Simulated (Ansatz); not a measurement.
**TaNH₃+ (triplet): wave-function methods side by side, def2-SVP**

An exercise on one series of results from a longer session: the logs are not shown, and one member is left open.

The runs use Ansatz 0.2.0, Gaussian basis; def2-SVP, core rule «outside noble gas», up to 5 orbitals frozen.

To be run: UHF; CCSD(T) on ROHF; CCSD(T) on UHF; CISD; CCSDT(Q) on ROHF; CCSDT(Q) on UHF.

7 further runs of the same task are left out: 1 for a known fault of the program, 1 that didn't finish, 5 set aside as unsound or not needed.

### The geometry

The geometry is a PBE0/def2-TZVP stationary point (not a proven minimum) of the parent state, kept for this charge and spin. No spin-orbit coupling is included. Elements past krypton take def2 core potentials.

5 atoms, charge 1, spin multiplicity 3.

Atoms are counted from 1 here; the program's logs count them from 0.

Bond lengths: Ta1–N2 2.279 Å, N2–H3 1.019 Å, N2–H4 1.019 Å, N2–H5 1.019 Å. Angles: Ta1–N2–H3 111.6°, Ta1–N2–H4 111.6°, Ta1–N2–H5 111.6°, H3–N2–H4 107.3°, H3–N2–H5 107.3°, H4–N2–H5 107.3°.

Set-up of the first run:

Input file in.yaml:

```yaml
crystal:
  periodic: [false, false, false]
  atoms:
    - {symbol: Ta, position_ang: [-0.201803, 0.001703, 0.000498]}
    - {symbol: N, position_ang: [2.077599, -0.017534, -0.005129]}
    - {symbol: H, position_ang: [2.444366, -0.968068, -0.001012]}
    - {symbol: H, position_ang: [2.458402, 0.457338, 0.811899]}
    - {symbol: H, position_ang: [2.454278, 0.448639, -0.829049]}
basis:
  gaussian: {orbitals: def2-SVP}
total_charge: 1
magnetization: {spin_polarized: true, initial_magnetization: 2}
hamiltonian: {xc: hf}
output: {orbitals: {seedname: orbitals}}
```

Run with:

```console
> ansatz run in.yaml --threads 1 --pin off --events-out ev --progress --plain --max-ram 4096MiB --backend cpu
```

Among the steps run: UHF; CCSD(T) on ROHF; CCSD(T) on UHF; CISD; CCSDT(Q) on ROHF; CCSDT(Q) on UHF.

One table of the session follows, with a row left open; its other results are not shown here.

| method | from RCCSDT(Q) (kcal/mol) |
| --- | --- |
| ROHF | +173.27 |
| UHF | +164.72 |
| RMP2 | ? |
| UMP2 | +22.09 |
| RCCSD | +6.59 |
| UCCSD | +3.23 |
| RCCSD(T) | +1.71 |
| UCCSD(T) | -2.30 |
| RCCSDT | +0.39 |
| RCCSDT(Q) | 0 |

Q: Estimate the row for RMP2 from the others.

As computed: from RCCSDT(Q) (kcal/mol): +23.96. In the column «from RCCSDT(Q) (kcal/mol)» it lies between UMP2 (+22.09) and UHF (+164.72).

Not comparable, so not listed: CISD; CCSDT(Q) on UHF (they don't share determinant, frozen orbitals or solution with the rows shown, or repeat one).

To keep in mind: The determinant is far from a pure spin state, so its energy mixes those of several spin states (harmless only where they are near-degenerate, as at dissociation). The program flags UCCSD(T) as in doubt, so those rows may rest on another solution; read them beside their warnings. Restricted and unrestricted rows rest on different reference determinants; where their highest levels disagree by more than a few hundredths of an eV, they describe different states and don't form one ladder.
